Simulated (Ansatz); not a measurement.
# One shape, several levels: SiF3 (SMILES F[Si](F)F)

Wanted: a comparison of 6 runs (UBLYP/STO-3G, UCAM-B3LYP/STO-3G, UMP2/STO-3G, UCCSDT(Q)/STO-3G, UCCSDT/STO-3G, UCCSD/STO-3G) of SiF3. 

The calculation is run with Ansatz 0.2.0.

9 further runs of the same task are left out: 7 that didn't finish, 2 set aside as unsound or not needed.

### 1 The molecule

SiF3 has 4 atoms, charge 0, and is taken as a doublet. SMILES: `F[Si](F)F`. The Si2–F1 distance was set to 3.953 Å, away from the relaxed value. At this shape a bond of the SMILES string is far longer than usual.

Bond lengths: Si2–F3 1.581 Å, Si2–F4 1.581 Å. Angles: F3–Si2–F4 107.9°.

### 2 A single-point energy at UBLYP/STO-3G (run 1)

Contents of job.yaml:

```yaml
crystal:
  periodic: [false, false, false]
  atoms:
    - {symbol: F, position_ang: [2.386233, -1.587178, 2.527815]}
    - {symbol: Si, position_ang: [-0.282750, 0.213060, 0.234280]}
    - {symbol: F, position_ang: [-0.994260, -0.892250, -0.644340]}
    - {symbol: F, position_ang: [0.492160, 1.186230, -0.741640]}
basis:
  gaussian: {orbitals: STO-3G}
magnetization: {spin_polarized: true, initial_magnetization: 1}
accuracy: high
hamiltonian: {xc: {name: BLYP}}
```

Started as:

```bash
$ ansatz run job.yaml --threads 1 --pin off --max-ram 3480MiB --events-out events.jsonl --progress --plain --runs-dir runs
```

The log of the run:

```text
Warning: RAYON_NUM_THREADS=1 ignored (pool sized by the plan → 1); use --threads N
Functional definition: BLYP
  name "BLYP"
  parameter beta = 0.0042
  parameter a = 0.04918
  parameter b = 0.132
  parameter c = 0.2533
  parameter d = 0.349
  exchange = b88_x(beta = beta)
  correlation = lyp_c(a = a, b = b, c = c, d = d)
409 factors; integrals over basis functions are off by at most 3.1e-8 eV
mean field evaluation 1: about -15798.5602 eV, gradient 1.2e1 eV
mean field evaluation 2: about -15412.7216 eV, gradient 9.7e0 eV
mean field evaluation 4: about -15797.6057 eV, gradient 1.6e1 eV
mean field evaluation 8: about -15811.4517 eV, gradient 2.2e0 eV
mean field evaluation 16: about -15811.5838 eV, gradient 1.1e-2 eV
mean field evaluation 32: about -15811.5836 eV, gradient 1.3e-7 eV
mean field evaluation 64: about -15811.5749 eV, gradient 1.3e-1 eV
mean field evaluation 96: about -15811.5819 eV, gradient 4.9e-2 eV
mean field -15811.58363450 eV, -581.0649810914 hartree, gradient 6.8e-8 eV, S^2 0.750008; 6 other end points of the search recorded, 0 dependent functions left out
reference -15811.58366512 eV, -581.0649822168 hartree; 21, 20 occupied and 3, 4 virtual orbitals, 409 factors
Total energy: -15811.58366512 eV, -581.0649822168 hartree
```

It took 9.6 s on 1 thread of Intel Xeon Platinum 8375C at 2.90GHz (Ice Lake), shared host; peak memory 0.15 GiB.

### 3 The energy at UCAM-B3LYP/STO-3G (run 2)

Contents of in.yaml:

```yaml
crystal:
  periodic: [false, false, false]
  atoms:
    - {symbol: F, position_ang: [2.386233, -1.587178, 2.527815]}
    - {symbol: Si, position_ang: [-0.282750, 0.213060, 0.234280]}
    - {symbol: F, position_ang: [-0.994260, -0.892250, -0.644340]}
    - {symbol: F, position_ang: [0.492160, 1.186230, -0.741640]}
basis:
  gaussian:
    orbitals: STO-3G
magnetization:
  spin_polarized: true
  initial_magnetization: 1
hamiltonian:
  xc: {name: CAM-B3LYP}
accuracy: high
```

Started as:

```bash
$ ansatz run in.yaml --threads 1 --pin off --max-ram 3480MiB --events-out events.jsonl --progress --plain --runs-dir runs
```

The log of the run, cut to the lines that bear on the results:

```text
Warning: RAYON_NUM_THREADS=1 ignored (pool sized by the plan → 1); use --threads N
Functional definition: CAM-B3LYP
  name "CAM-B3LYP"
[...]
409 factors; integrals over basis functions are off by at most 3.1e-8 eV
171 factors; integrals over basis functions are off by at most 1.1e-9 eV
[...]
mean field -15811.47123421 eV, -581.0608504569 hartree, gradient 1.5e-8 eV, S^2 0.750000; 4 other end points of the search recorded, 0 dependent functions left out
reference -15811.47124517 eV, -581.0608508597 hartree; 21, 20 occupied and 3, 4 virtual orbitals, 409 factors
Total energy: -15811.47124517 eV, -581.0608508597 hartree
```

Wall time 11 s (1 thread of Intel Xeon Platinum 8375C at 2.90GHz (Ice Lake), shared host); peak memory 0.17 GiB.

### 4 The energy at UMP2/STO-3G (run 3)

in.yaml, as its differences from that of step 3:

```diff
@@ -1 +1,4 @@
+basis:
+  gaussian:
+    orbitals: STO-3G
 crystal:
@@ -7,5 +10,2 @@
     - {symbol: F, position_ang: [0.492160, 1.186230, -0.741640]}
-basis:
-  gaussian:
-    orbitals: STO-3G
 magnetization:
@@ -13,4 +13,5 @@
   initial_magnetization: 1
-hamiltonian:
-  xc: {name: CAM-B3LYP}
+correlation:
+  method: mp2
+  frozen_orbitals: {F: 1, Si: 5}
 accuracy: high
```

Started as:

```bash
$ ansatz run in.yaml --threads 1 --pin off --max-ram 3480MiB --events-out events.jsonl --progress --plain --runs-dir runs
```

The log of the run, cut to the lines that bear on the results:

```text
Warning: RAYON_NUM_THREADS=1 ignored (pool sized by the plan → 1); use --threads N
Functional definition: HF
  name "HF"
[...]
409 factors; integrals over basis functions are off by at most 3.1e-8 eV
[...]
mean field -15773.38088964 eV, -579.6610561126 hartree, gradient 2.3e-8 eV, S^2 0.750000; 14 other end points of the search recorded, 0 dependent functions left out
8 core orbitals not correlated: weight in the atoms' cores, before any rotation towards them, 1.000 or more for the frozen orbitals, at most 0.000 for the correlated occupied ones
reference -15773.38088964 eV, -579.6610561126 hartree; 13, 12 occupied and 3, 4 virtual orbitals, 409 factors
second order -1.89901846 eV of doubles, -0.00000000 eV of singles
Total energy: -15775.27990810 eV, -579.7308437538 hartree
```

Wall time 2.7 s (1 thread of Intel Xeon Platinum 8375C at 2.90GHz (Ice Lake), shared host).

Runs 4 to 5 aren't shown in full; the table further down has their settings and results.

### 5 A single-point energy at UCCSD/STO-3G (run 6)

job.yaml, as its differences from that of step 2:

```diff
@@ -10,3 +10,4 @@
 magnetization: {spin_polarized: true, initial_magnetization: 1}
+correlation: {method: ccsd, frozen_orbitals: {F: 1, Si: 5}}
 accuracy: high
-hamiltonian: {xc: {name: BLYP}}
+scf: {omitted_lower_state_checks: [cluster_reference, increment]}
```

Started as:

```bash
$ ansatz run job.yaml --threads 1 --pin off --max-ram 3480MiB --events-out events.jsonl --progress --plain --runs-dir runs
```

The log of the run:

```text
Warning: RAYON_NUM_THREADS=1 ignored (pool sized by the plan → 1); use --threads N
[... 16 lines left out ...]
8 core orbitals not correlated: weight in the atoms' cores, before any rotation towards them, 1.000 or more for the frozen orbitals, at most 0.000 for the correlated occupied ones
[... 50 lines left out ...]
Total energy: -15775.57852765 eV, -579.7418178201 hartree
Checks for a lower state left out: cluster_reference, increment
```

Wall time 2.8 s (1 thread of Intel Xeon Platinum 8375C at 2.90GHz (Ice Lake), shared host); peak memory 0.11 GiB.

### 6 The series

```csv
run,level,frozen core orbitals,energy (Eh),⟨S²⟩,wall time
1,UBLYP/STO-3G,–,-581.064982,0.750,9.6 s
2,UCAM-B3LYP/STO-3G,–,-581.060851,0.750,11 s
3,UMP2/STO-3G,8,-579.730844,0.750,2.7 s
4,UCCSDT(Q)/STO-3G,8,-579.751856,0.750,9.9 s
5,UCCSDT/STO-3G,8,-579.751016,0.750,7.5 s
6,UCCSD/STO-3G,8,-579.741818,0.750,2.8 s
```

### 7 Outcome

| quantity | value |
| --- | --- |
| run 6: total energy | -579.74182 Eh |
| run 6: correlation energy (8 core orbitals frozen) | -80.8 mEh |
| run 6: ⟨S²⟩ of the reference determinant | 0.750 |
| run 6: T1 diagnostic | 0.019 |

What this shows: Totals of different functionals can't be ranked against each other. In runs 1, 2, 3, 4, 5, 6 the basis is minimal, so the values are rough. All runs together took 44 s, the longest 11 s.
